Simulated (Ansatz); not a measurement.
# CH4AlOS radical: small, medium and large basis sets

An exercise on one series of results from a longer session: the logs are not shown, and one member is left open.

The runs use Ansatz 0.2.0, Gaussian basis; one geometry, several basis sets.

Levels to be run: PBE0-D4/def2-SVP; ωB97M-V/def2-SVP; PBE0-D4/def2-QZVPP; ωB97M-V/def2-QZVPP; the functionals' def2-TZVPP values are taken from earlier runs.

## The geometry

All runs share one geometry, relaxed beforehand with PBE0-D4 in a triple-zeta def2 set.

SMILES `C[O][Al][SH]`, 8 atoms, charge 0, spin multiplicity 2.

Atoms are counted from 1 here; the program's logs count them from 0.

Bond lengths: C1–O2 1.399 Å, C1–H5 1.095 Å, C1–H6 1.097 Å, C1–H7 1.095 Å, O2–Al3 1.681 Å, Al3–S4 2.211 Å, S4–H8 1.343 Å. Angles: O2–C1–H5 110.0°, O2–C1–H6 112.4°, O2–C1–H7 110.0°, H5–C1–H6 108.1°, H5–C1–H7 108.0°, H6–C1–H7 108.1°, C1–O2–Al3 138.7°, O2–Al3–S4 117.4°, Al3–S4–H8 93.1°.

The first run:

Input file in.yaml:

```yaml
crystal:
  periodic: [false, false, false]
  atoms:
    - {symbol: C, position_ang: [0.012681, 1.389883, 0.390136]}
    - {symbol: O, position_ang: [0.731437, 0.585062, -0.499891]}
    - {symbol: Al, position_ang: [0.776725, -1.019627, -0.998362]}
    - {symbol: S, position_ang: [-0.666064, -2.414810, -0.070997]}
    - {symbol: H, position_ang: [-0.477118, 2.204065, -0.153458]}
    - {symbol: H, position_ang: [-0.758239, 0.828792, 0.931872]}
    - {symbol: H, position_ang: [0.691386, 1.833407, 1.125681]}
    - {symbol: H, position_ang: [-0.218708, -3.463872, -0.780782]}
basis:
  gaussian: {orbitals: def2-SVP}
magnetization: {spin_polarized: true, initial_magnetization: 1}
hamiltonian: {xc: pbe0, dispersion: d4}
output: {orbitals: {seedname: orbitals}}
```

The run is started by

```console
$ ansatz run in.yaml --threads 4 --pin off --events-out ev --progress --plain --max-ram 10444MiB
```

Steps of the session up to this table: PBE0-D4 in def2-SVP; ωB97M-V in def2-SVP; PBE0-D4 in def2-QZVPP; ωB97M-V in def2-QZVPP.

One of the session's tables, all rows but one given; the rest of the session is left out.

It belongs to the step «Functionals by basis». 

| functional | basis | HOMO (eV) | LUMO (eV) |
| --- | --- | --- | --- |
| PBE0-D4 | def2-SVP | -5.97 | -2.62 |
| PBE0-D4 | def2-TZVPP | -6.05 | -2.66 |
| PBE0-D4 | def2-QZVPP | -6.07 | -2.70 |
| ωB97M-V | def2-SVP | -7.58 | -1.24 |
| ωB97M-V | def2-TZVPP | -7.67 | -1.26 |
| ωB97M-V | def2-QZVPP | ? | ? |

Q: Estimate the row for ωB97M-V, def2-QZVPP from the others.

The run gave: HOMO (eV): -7.73; LUMO (eV): -1.35. In the column «HOMO (eV)» it is the lowest.
